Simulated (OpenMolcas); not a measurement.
**Ru⁴⁺ with 6 ligands (water): CASSCF and CASPT2 levels and susceptibility**

Aim: the ligand-field states of Ru⁴⁺ in this surrounding, its lowest levels with spin-orbit coupling and its magnetic susceptibility.

Program: OpenMolcas 26.06. Level of theory: state-averaged CASSCF and CASPT2, spin-orbit coupling by RASSI with atomic mean-field integrals. These are calculated values, not measurements, unless marked.

**1. Starting point**

```
Species                           : Ru⁴⁺ (ruthenium, Z = 44, 40 electrons)
Basis                             : ANO-RCC-VDZP [6s5p3d1f], 187 functions with the ligands
Scalar Hamiltonian                : DKH2, point nucleus
Inactive shells                   : 1s 2s 2p 3s 3p 3d 4s 4p of the metal, and all ligand shells
Active space                      : 4 electrons in 5 orbitals (4d)
Some configurations of this space : 4d⁴
Orbitals                          : optimised for each spin and parity, averaged over all roots
```

Outer shells as boxes (Hund's rule):

4d4
```
4d [↑ ][↑ ][↑ ][↑ ][  ]
```

Ru⁴⁺ is taken with 6 ligands (water) in octahedron coordination (Th) at 1.98 Å. Ligand basis ANO-RCC-VDZP. The distances are assumed, not relaxed.

```xyz
19

Ru    0.0000    0.0000    0.0000
O     1.9800    0.0000    0.0000
H     2.5570    0.7797    0.0000
H     2.5570   -0.7797    0.0000
O     0.0000    1.9800    0.0000
H     0.0000    2.5570    0.7797
H     0.0000    2.5570   -0.7797
O    -1.9800    0.0000    0.0000
H    -2.5570    0.7797    0.0000
H    -2.5570   -0.7797    0.0000
O     0.0000   -1.9800    0.0000
H     0.0000   -2.5570    0.7797
H     0.0000   -2.5570   -0.7797
O     0.0000    0.0000    1.9800
H     0.7797    0.0000    2.5570
H    -0.7797    0.0000    2.5570
O     0.0000    0.0000   -1.9800
H     0.7797    0.0000   -2.5570
H    -0.7797    0.0000   -2.5570
```

The work runs as a chain of OpenMolcas steps in one folder; each step below is one input file. Labels, J, g values, rates, χT and fits are worked out afterwards by a script from the matrices that RASSI stores.

**2. One- and two-electron integrals**

File a.inp:

```
&GATEWAY
Coord
19

Ru 0.0 0.0 0.0
O 1.980000 0.000000 0.000000
H 2.556978 0.779741 0.000000
H 2.556978 -0.779741 0.000000
O 0.000000 1.980000 0.000000
H 0.000000 2.556978 0.779741
H 0.000000 2.556978 -0.779741
O -1.980000 0.000000 0.000000
H -2.556978 0.779741 0.000000
H -2.556978 -0.779741 0.000000
O 0.000000 -1.980000 0.000000
H 0.000000 -2.556978 0.779741
H 0.000000 -2.556978 -0.779741
O 0.000000 0.000000 1.980000
H 0.779741 0.000000 2.556978
H -0.779741 0.000000 2.556978
O 0.000000 0.000000 -1.980000
H 0.779741 0.000000 -2.556978
H -0.779741 0.000000 -2.556978
Basis=Ru.ANO-RCC-VDZP,H.ANO-RCC-VDZP,O.ANO-RCC-VDZP
Group=XYZ
NoMove
AngMom=0.0 0.0 0.0
AMFI
RICD
&SEWARD
```

The run is started by

```bash
OMP_NUM_THREADS=1 MOLCAS_MEM=2457 MOLCAS_PROJECT=a pymolcas a.inp > a.log
```

**3. Reference wave functions, quintets of even parity, 5 roots**

File a.inp:

```
&RASSCF
FileOrb=start.orb
Symmetry=1
Spin=5
nActEl=4 0 0
Inactive=24 24
Ras2=5 0
CIRoot=5 5 1
SDav=5
CIMx=300
Iter=150 100
PrWF=0.3
OrbListing=Nothing
MaxOrb=0
LevShft=1.0
>>> COPY $Project.JobIph JOB001
```

start.orb holds start orbitals that the driver prepared beforehand, or those of the step before.

**4. Reference wave functions, triplets of even parity, 45 roots**

File a.inp:

```
&RASSCF
FileOrb=start.orb
Symmetry=1
Spin=3
nActEl=4 0 0
Inactive=24 24
Ras2=5 0
CIRoot=45 45 1
SDav=45
CIMx=300
Iter=150 100
PrWF=0.3
OrbListing=Nothing
MaxOrb=0
LevShft=1.0
>>> COPY $Project.JobIph JOB002
```

**5. CASSCF: singlets of even parity, 50 roots**

File a.inp:

```
&RASSCF
FileOrb=start.orb
Symmetry=1
Spin=1
nActEl=4 0 0
Inactive=24 24
Ras2=5 0
CIRoot=50 50 1
SDav=50
CIMx=300
Iter=150 100
PrWF=0.3
OrbListing=Nothing
MaxOrb=0
LevShft=1.0
>>> COPY $Project.JobIph JOB003
```

**6. RASSI: spin-orbit coupling between the states**

File a.inp:

```
&RASSI
NrOfJobIphs=3 5 45 50
1 2 3 4 5
1 2 3 4 5 6 7 8 9 10 11 12 13 14 15 16 17 18 19 20 21 22 23 24 25 26 27
28 29 30 31 32 33 34 35 36 37 38 39 40 41 42 43 44 45
1 2 3 4 5 6 7 8 9 10 11 12 13 14 15 16 17 18 19 20 21 22 23 24 25 26 27
28 29 30 31 32 33 34 35 36 37 38 39 40 41 42 43 44 45 46 47 48 49 50
IphNames
JOB001
JOB002
JOB003
EJob
SpinOrbit
DIPRint=1.0
SOCoupling=1000.0
Subsets=2
Property=9
'ANGMOM' 1 'ANGMOM' 2 'ANGMOM' 3 'MLTPL  1' 1 'MLTPL  1' 2 'MLTPL  1' 3
'AMFI' 1 'AMFI' 2 'AMFI' 3
SOProperty=3
'ANGMOM' 1 'ANGMOM' 2 'ANGMOM' 3
```

**7. CASPT2: IPEA 0.25, imaginary shift 0.1 (closed shells correlated: 4s 4p of the metal, with ligand shells; the Frozen line counts the rest)**

File a.inp:

```
>>> COPY JOB001 $Project.JobIph
&CASPT2
Multistate=5 1 2 3 4 5
NoMult
Frozen=11 9
IPEA=0.25
Imaginary=0.1
MaxIter=60
WThr=0.0 0.3 0.05
PrWF=0.5
NoMix
>>> COPY JOB002 $Project.JobIph
&CASPT2
Multistate=45 1 2 3 4 5 6 7 8 9 10 11 12 13 14 15 16 17 18 19 20 21 22
23 24 25 26 27 28 29 30 31 32 33 34 35 36 37 38 39 40 41 42 43 44 45
NoMult
Frozen=11 9
IPEA=0.25
Imaginary=0.1
MaxIter=60
WThr=0.0 0.3 0.05
PrWF=0.5
NoMix
>>> COPY JOB003 $Project.JobIph
&CASPT2
Multistate=50 1 2 3 4 5 6 7 8 9 10 11 12 13 14 15 16 17 18 19 20 21 22
23 24 25 26 27 28 29 30 31 32 33 34 35 36 37 38 39 40 41 42 43 44 45 46
47 48 49 50
NoMult
Frozen=11 9
IPEA=0.25
Imaginary=0.1
MaxIter=60
WThr=0.0 0.3 0.05
PrWF=0.5
NoMix
```

(Steps that only read results are left out.)

**Question.** What will these runs give? Wanted: spin-free ground state; first state of the same spin within the active space; lowest level; next level.

**Answer**, as computed:

| quantity | value |
| --- | --- |
| method | SS-CASPT2, IPEA 0.25, imaginary shift 0.1 (closed shells correlated: 4s 4p of the metal, with ligand shells; the Frozen line counts the rest) |
| spin-free ground state | 3T1, 3-fold in its orbital part |
| first state of the same spin within the active space | 3E at 27000 cm⁻¹ |
| lowest level | 1-fold A1 |
| next level | 798.1 cm⁻¹ |
| χT at 300 K | 0.98 cm³ K/mol |
| effective moment at 300 K | 2.80 μB |

Cost by method:

```tsv
method	time of its own steps	time with the reference
A. CASSCF	76 s	76 s
B. SS-CASPT2, IPEA 0.25, imaginary shift 0.1, +4s 4p	11 min	12 min
```

Times are of one thread on a shared host.

**Reading.** The spin-free ground state (3T1) is 3-fold and has less than the highest spin computed. χT at 300 K is 0.98, against 1.00 cm³ K/mol for the spin alone; near agreement at one temperature doesn't show that the orbital moment is quenched. CASPT2 does not keep the components of a term degenerate, and the means are used. With metal d orbitals alone active, the gaps between spin states are rough; where two lie within a few thousand cm-1, their order is open. The bonds are covalent and no ligand orbital is active, so the numbers are rough.
